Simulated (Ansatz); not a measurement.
# BF4HSi: the cost of one run

Program: Ansatz 0.2.0, Gaussian basis. Level of theory: the settings change from run to run. These are calculated values, not measurements.

### 1 The molecule

The structure was relaxed beforehand with PBE0-D4 in a triple-zeta def2 set.

SMILES `FB[Si](F)(F)F`, 7 atoms, charge 0, spin multiplicity 1.

Atoms are counted from 1 here; the program's logs count them from 0.

Bond lengths: F1–B2 1.314 Å, B2–Si3 2.032 Å, B2–H7 1.199 Å, Si3–F4 1.581 Å, Si3–F5 1.581 Å, Si3–F6 1.579 Å. Angles: F1–B2–Si3 119.5°, F1–B2–H7 117.7°, Si3–B2–H7 122.8°, B2–Si3–F4 110.4°, B2–Si3–F5 110.4°, B2–Si3–F6 113.7°, F4–Si3–F5 107.3°, F4–Si3–F6 107.3°, F5–Si3–F6 107.3°.

### 2 PBE0/cc-pVTZ-DK

Options: charge -1, multiplicity 2, atoms shaken by 0.15 Å, a point charge of -1.00 e beside it.

in.yaml

```yaml
crystal:
  periodic: [false, false, false]
  atoms:
    - {symbol: F, position_ang: [0.637787, -1.322612, 1.704672]}
    - {symbol: B, position_ang: [0.374568, -0.854689, 0.510976]}
    - {symbol: Si, position_ang: [-0.372337, 0.610476, -0.481185]}
    - {symbol: F, position_ang: [-1.314241, 0.242908, -1.642254]}
    - {symbol: F, position_ang: [0.684235, 1.671383, -0.748338]}
    - {symbol: F, position_ang: [-1.445803, 0.892577, 0.711032]}
    - {symbol: H, position_ang: [1.567359, -1.659534, -0.377290]}
basis:
  gaussian: {orbitals: cc-pVTZ-DK, point_charges: [{charge: -1.00, position_ang: [5.371, 0.599, -0.020]}]}
total_charge: -1
magnetization: {spin_polarized: true, initial_magnetization: 1}
hamiltonian: {xc: {name: PBE0}}
output: {forces: true}
```

Run with:

```
ansatz run in.yaml --threads 4 --pin off --events-out ev --progress --plain --max-ram 10444MiB
```

Q: Estimate wall time and peak memory on 4 threads of Arm Neoverse V2, shared host.

About 3.9 s, with a peak of 0.57 GiB.
